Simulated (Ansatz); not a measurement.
**GeCO (triplet): from Hartree-Fock to the top rungs, cc-pVDZ**

One table from this session's results is given with a row withheld; the runs are named, their logs left out.

Computed with Ansatz 0.2.0, Gaussian basis. Level: cc-pVDZ, core rule «outside noble gas», up to 16 orbitals frozen.

The runs, in order: UHF; CCSD(T) on ROHF; CCSD(T) on UHF; BCCD(T) on ROHF; CISD as a restricted active space (open shells left free, so some higher excitations enter); CCSDT(Q) on ROHF; CCSDT(Q) on UHF; CASSCF and MRCISD+Q, 12 electrons in 11 orbitals; CASSCF and NEVPT2, 12 electrons in 11 orbitals.

13 further runs of the same task are left out: 5 that didn't finish, 8 set aside as unsound or not needed. Runs told in other sessions of the task aren't counted.

### What is computed

The geometry is a PBE0/def2-TZVP stationary point (not a proven minimum) of the parent state, kept for this charge and spin. No spin-orbit coupling is included. The filled d shell of Ge may be among the frozen orbitals whatever the setting's name suggests.

3 atoms, charge 0, spin multiplicity 3.

Atoms are counted from 1 here; the program's logs count them from 0.

Bond lengths: Ge1–C2 1.922 Å, C2–O3 1.153 Å. Angles: Ge1–C2–O3 180.0°.

The first run:

File in.yaml:

```yaml
crystal:
  periodic: [false, false, false]
  atoms:
    - {symbol: Ge, position_ang: [0.000000, 0.000000, 1.665367]}
    - {symbol: C, position_ang: [0.000000, 0.000000, -0.256233]}
    - {symbol: O, position_ang: [0.000000, 0.000000, -1.409133]}
basis:
  gaussian: {orbitals: cc-pVDZ}
magnetization: {spin_polarized: true, initial_magnetization: 2}
hamiltonian: {xc: hf}
output: {orbitals: {seedname: orbitals}}
```

Launch:

```bash
$ ansatz run in.yaml --threads 1 --pin off --events-out ev --progress --plain --max-ram 2393MiB
```

Steps of the session up to this table: UHF; CCSD(T) on ROHF; CCSD(T) on UHF; BCCD(T) on ROHF; CISD as a restricted active space (open shells left free, so some higher excitations enter); CCSDT(Q) on ROHF; CCSDT(Q) on UHF; CASSCF and MRCISD+Q, 12 electrons in 11 orbitals; CASSCF and NEVPT2, 12 electrons in 11 orbitals.

One table of the session follows, with a row left open; its other results are not shown here.

```
          method  from UCCSDT(Q) (kcal/mol)
            ROHF                    +246.59
             UHF                    +242.57
            RMP2                     +20.33
            UMP2                     +21.83
           RCCSD                     +11.74
           UCCSD                          ?
        RCCSD(T)                      +1.80
        UCCSD(T)                      +1.79
         BCCD(T)                      +1.75
          RCCSDT                      +1.16
          UCCSDT                      +1.05
       RCCSDT(Q)                      +0.24
       UCCSDT(Q)                          0
  CASSCF valence                    +149.70
  NEVPT2 valence                     +29.39
  MRCISD valence                     +13.18
MRCISD+Q valence                      +2.45
```

**Question.** Estimate the row for UCCSD.

The run gave: from UCCSDT(Q) (kcal/mol): +11.48. In the column «from UCCSDT(Q) (kcal/mol)» it lies between MRCISD+Q valence (+2.45) and RCCSD (+11.74).

Not comparable, so not listed: CISD as a restricted active space (open shells left free, so some higher excitations enter) (they don't share determinant, frozen orbitals or solution with the rows shown, or repeat one).

Caveats from the session: Restricted and unrestricted rows rest on different reference determinants; a gap between their highest levels can come from leftover correlation error, from unlike frozen cores or from another state.
